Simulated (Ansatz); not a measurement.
# BBrHS: the cost of one run

All numbers below are computed with Ansatz 0.2.0 (UKS PBE-D4/def2-SVP).

## 1. The starting structure

Bond lengths: S1–B2 1.837 Å, B2–Br3 1.980 Å, S1–H4 1.460 Å. Angles: S1–B2–Br3 118.0°, B2–S1–H4 93.1°.

As a file:

```xyz
4

S    -0.9518    0.4267   -0.6886
B    -0.0912    0.0464    0.8887
Br    0.8963   -1.6648    1.0184
H     0.2022    1.1315   -1.2388
```

## 2. End point A

File input.yaml:

```yaml
crystal:
  periodic: [false, false, false]
  atoms:
    - { symbol: S, position_ang: [-0.9518, 0.4267, -0.6886] }
    - { symbol: B, position_ang: [-0.0912, 0.0464, 0.8887] }
    - { symbol: Br, position_ang: [0.8963, -1.6648, 1.0184] }
    - { symbol: H, position_ang: [0.2022, 1.1315, -1.2388] }
magnetization:
  spin_polarized: true
  initial_magnetization: 1
basis:
  gaussian: { orbitals: def2-SVP }
hamiltonian:
  xc: pbe
  dispersion: d4
relax:
  f_tol: 0.015
  max_steps: 40
```

Started as:

```
$ ansatz run input.yaml --threads 1 --pin off --max-ram 2048MiB --backend cpu --events-out ev --progress --plain --runs-dir out
```

**Question.** How long does this run take on 1 thread of Intel Xeon 6975P-C (Granite Rapids), shared host, and how much memory does it need?

About 15 s, with a peak of 0.17 GiB.
